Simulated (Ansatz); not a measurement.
# ClH5NOSbSi: small, medium and large basis sets

How large a basis does ClH5NOSbSi need? Two functionals are run in growing sets.

Computed with Ansatz 0.2.0, Gaussian basis. Level: one geometry, several basis sets.

Levels to be run: PBE0-D4/def2-SVP; ωB97M-V/def2-SVP; PBE0-D4/def2-QZVPP; ωB97M-V/def2-QZVPP; the functionals' def2-TZVPP values are taken from earlier runs.

### 1 The relaxed structure

The geometry comes from an earlier relaxation with PBE0-D4 in a triple-zeta def2 set; it is a stationary point, not always the lowest conformer. Sb takes the def2 core potential; no spin-orbit term is included.

SMILES `N[Si](O)(Cl)[SbH2]`, 10 atoms, charge 0, spin multiplicity 1.

Atoms are counted from 1 here; the program's logs count them from 0.

Bond lengths: N1–Si2 1.708 Å, N1–H6 1.009 Å, N1–H7 1.008 Å, Si2–O3 1.637 Å, Si2–Cl4 2.068 Å, Si2–Sb5 2.565 Å, O3–H8 0.961 Å, Sb5–H9 1.712 Å, Sb5–H10 1.710 Å. Angles: Si2–N1–H6 119.2°, Si2–N1–H7 118.9°, H6–N1–H7 111.3°, N1–Si2–O3 109.7°, N1–Si2–Cl4 103.6°, N1–Si2–Sb5 121.2°, O3–Si2–Cl4 112.0°, O3–Si2–Sb5 103.0°, Cl4–Si2–Sb5 107.5°, Si2–O3–H8 116.0°, Si2–Sb5–H9 90.0°, Si2–Sb5–H10 89.9°, H9–Sb5–H10 91.1°.

### 2 PBE0-D4 in def2-SVP

Contents of in.yaml:

```yaml
crystal:
  periodic: [false, false, false]
  atoms:
    - {symbol: N, position_ang: [-1.283618, -0.427853, -0.622509]}
    - {symbol: Si, position_ang: [0.333908, -0.494097, -0.077322]}
    - {symbol: O, position_ang: [0.440467, -1.490336, 1.216926]}
    - {symbol: Cl, position_ang: [1.367290, -1.233462, -1.709483]}
    - {symbol: Sb, position_ang: [1.554542, 1.617449, 0.717922]}
    - {symbol: H, position_ang: [-1.982436, 0.003784, -0.037075]}
    - {symbol: H, position_ang: [-1.461200, -0.247728, -1.598120]}
    - {symbol: H, position_ang: [-0.042236, -2.319254, 1.152308]}
    - {symbol: H, position_ang: [0.172664, 2.079931, 1.615797]}
    - {symbol: H, position_ang: [0.983617, 2.460367, -0.655446]}
basis:
  gaussian: {orbitals: def2-SVP}
hamiltonian: {xc: pbe0, dispersion: d4}
output: {orbitals: {seedname: orbitals}}
```

After this run come: ωB97M-V in def2-SVP; PBE0-D4 in def2-QZVPP; ωB97M-V in def2-QZVPP.

Before running them: what should the planned runs give, taken together? Wanted: PBE0-D4: double and triple zeta above quadruple; ωB97M-V: double and triple zeta above quadruple.

The runs gave:

```
                                       quantity           value
PBE0-D4: double and triple zeta above quadruple  13.02, 0.91 eV
ωB97M-V: double and triple zeta above quadruple  13.09, 0.87 eV
```

In words: For PBE0-D4 the step from double to triple zeta gains 12.11 eV and the next only 0.91 eV. Total energies overstate the basis error of differences, where much of it tends to cancel. The LUMO of ωB97M-V is positive and keeps falling with the basis (1.92 to 1.25 eV): an unbound level that the basis holds in place.
